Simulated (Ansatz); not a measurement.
**GaH₆OSbSi: one species, many methods**

The task here is to estimate one member of a computed series from the others.

Method: functionals in def2-TZVPP, the program's frozen cores in correlated methods; program: Ansatz 0.2.0, Gaussian basis.

The runs, in order: LDA (SPW92), PBE-D4, revPBE-D4, BLYP-D4, r2SCAN-D4, B97M-V, PBE0-D4, B3LYP-D4, r2SCANh-D4, r2SCAN0-D4, HSE06-D4, BHLYP-D4, CAM-B3LYP-D4, LC-ωPBE, ωB97X-V, ωB97M-V, B2PLYP, PBE-QIDH; CCSD(T)/def2-SVP; CCSD(T)/def2-TZVPP; MP2/def2-QZVPP; extrapolation to the limit; RPA on PBE.

### The geometry

All runs share one geometry, relaxed beforehand with PBE0-D4 in a triple-zeta def2 set. Sb takes the def2 core potential; no spin-orbit term is included.

SMILES `[SiH3][GaH][O][SbH2]`, 10 atoms, charge 0, spin multiplicity 1.

Atoms are counted from 1 here; the program's logs count them from 0.

Bond lengths: Si1–Ga2 2.416 Å, Si1–H5 1.489 Å, Si1–H6 1.488 Å, Si1–H7 1.489 Å, Ga2–O3 1.792 Å, Ga2–H8 1.568 Å, O3–Sb4 1.954 Å, Sb4–H9 1.724 Å, Sb4–H10 1.727 Å. Angles: Ga2–Si1–H5 110.6°, Ga2–Si1–H6 111.1°, Ga2–Si1–H7 110.5°, H5–Si1–H6 108.3°, H5–Si1–H7 108.0°, H6–Si1–H7 108.3°, Si1–Ga2–O3 117.1°, Si1–Ga2–H8 130.2°, O3–Ga2–H8 112.6°, Ga2–O3–Sb4 129.8°, O3–Sb4–H9 96.8°, O3–Sb4–H10 96.9°, H9–Sb4–H10 89.3°.

Geometry (Å):

```csv
atom,x (Å),y (Å),z (Å)
Si1,-1.2760,0.6100,-0.7854
Ga2,-0.4140,-1.4700,0.0901
O3,1.2415,-1.4443,0.7768
Sb4,2.4934,0.0439,0.9652
H5,-2.7191,0.4759,-1.1274
H6,-1.1304,1.7094,0.2069
H7,-0.5447,0.9982,-2.0231
H8,-1.0708,-2.8921,0.1520
H9,1.5491,0.9656,2.0740
H10,1.8708,1.0033,-0.3291
```

The first run:

in.yaml reads:

```yaml
crystal:
  periodic: [false, false, false]
  atoms:
    - {symbol: Si, position_ang: [-1.275961, 0.610009, -0.785418]}
    - {symbol: Ga, position_ang: [-0.413968, -1.470005, 0.090100]}
    - {symbol: O, position_ang: [1.241509, -1.444261, 0.776771]}
    - {symbol: Sb, position_ang: [2.493407, 0.043948, 0.965185]}
    - {symbol: H, position_ang: [-2.719105, 0.475893, -1.127384]}
    - {symbol: H, position_ang: [-1.130420, 1.709406, 0.206862]}
    - {symbol: H, position_ang: [-0.544694, 0.998229, -2.023098]}
    - {symbol: H, position_ang: [-1.070755, -2.892146, 0.152025]}
    - {symbol: H, position_ang: [1.549139, 0.965632, 2.074008]}
    - {symbol: H, position_ang: [1.870838, 1.003294, -0.329050]}
basis:
  gaussian: {orbitals: def2-TZVPP}
hamiltonian: {xc: lda}
output: {orbitals: {seedname: orbitals}}
```

Started as:

```
ansatz run in.yaml --threads 4 --pin off --events-out ev --progress --plain --max-ram 10444MiB
```

Among the steps run: LDA; PBE-D4 (GGA); revPBE-D4 (GGA); BLYP-D4 (GGA); r2SCAN-D4 (meta-GGA); B97M-V (meta-GGA); B3LYP-D4 (hybrid); r2SCANh-D4 (hybrid); r2SCAN0-D4 (hybrid); HSE06-D4 (hybrid); BHLYP-D4 (hybrid); CAM-B3LYP-D4 (range-separated); LC-ωPBE (range-separated); ωB97X-V (range-separated); ωB97M-V (range-separated); B2PLYP (double hybrid); PBE-QIDH (double hybrid).

One table of the session follows, with a row left open; its other results are not shown here.

It belongs to the step «Frontier levels by functional». 

```
  functional  HOMO (eV)  LUMO (eV)  gap (eV)
 LDA (SPW92)      -6.31      -2.65      3.66
      PBE-D4      -6.17      -2.41      3.75
   revPBE-D4      -6.11      -2.31      3.81
     BLYP-D4      -6.04      -2.32      3.73
   r2SCAN-D4      -6.42      -2.24      4.18
      B97M-V      -6.47      -2.42      4.04
     PBE0-D4          ?          ?         ?
    B3LYP-D4      -7.09      -1.87      5.22
  r2SCANh-D4      -6.83      -1.96      4.87
  r2SCAN0-D4      -7.44      -1.55      5.89
    HSE06-D4      -6.87      -2.02      4.86
    BHLYP-D4      -8.24      -0.87      7.37
CAM-B3LYP-D4      -8.53      -0.70      7.83
     LC-ωPBE      -9.77       0.43     10.20
     ωB97X-V      -9.48       0.28      9.76
     ωB97M-V      -9.38       0.08      9.46
```

Estimate the missing values for PBE0-D4.

The run gave: HOMO (eV): -7.26; LUMO (eV): -1.65; gap (eV): 5.61. In the column «HOMO (eV)» it lies between r2SCAN0-D4 (-7.44) and B3LYP-D4 (-7.09).
